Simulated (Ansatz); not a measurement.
# Os: the cost of one run

Program: Ansatz 0.2.0. Level of theory: DFT PBEsol, scalar-relativistic. These are calculated values, not measurements.

**1. The starting structure**

The structure is cubic, space group Fm-3m (No. 225). The conventional cell has a = 3.890 Å, b = 3.890 Å, c = 3.890 Å, α = 90.00°, β = 90.00°, γ = 90.00°. Os (site symmetry m-3m) has 12 Os at 2.75 Å as nearest neighbours.

Coordinates:

```
CELL_PARAMETERS angstrom
0.00000 1.94500 1.94500
1.94500 0.00000 1.94500
1.94500 1.94500 0.00000
ATOMIC_POSITIONS crystal
Os 0.00000 0.00000 0.00000
```

**2. After the deformation**

Space group Fm-3m before, R-3m after.

**3. Full-potential LAPW**

File input.yaml:

```yaml
crystal:
  lattice:
    - [-0.0389, 1.92555, 1.92555]
    - [1.92555, -0.0389, 1.92555]
    - [1.92555, 1.92555, -0.0389]
  atoms:
    - { symbol: Os, position: [0.0, 0.0, 0.0] }
kpoints:
  mp_grid: { grid: [14, 14, 14] }
  band_path:
    path:
      - [0.0, 0.0, 0.0]
      - [0.5, 0.5, 0.5]
      - [0.2551801333, 0.5, 0.7448198667]
      - [-0.2551801333, 0.2551801333, 0.5]
      - [0.0, 0.0, 0.5]
      - [0.0, 0.0, 0.0]
      - [-0.3775900666, 0.0, 0.3775900666]
      - [0.0, 0.3775900666, 0.6224099334]
      - [0.0, 0.5, 0.5]
    npoints: 5
scf:
  occupations: { method: fermi_dirac, width: 0.03 }
hamiltonian:
  xc: pbesol
  pseudopotentials: { kind: all_electron, lapw: { basis_error: 0.00025 } }
output:
  forces: true
  stress: true
  eigenvalues: true
```

Started as:

```console
ansatz run input.yaml --threads 1 --pin off --max-ram 3072MiB --backend cpu --events-out ev --progress --plain --runs-dir out
```

Q: Estimate wall time and peak memory on 1 thread of Intel Xeon 6975P-C (Granite Rapids), shared host.

About 27 s, with a peak of 0.67 GiB.
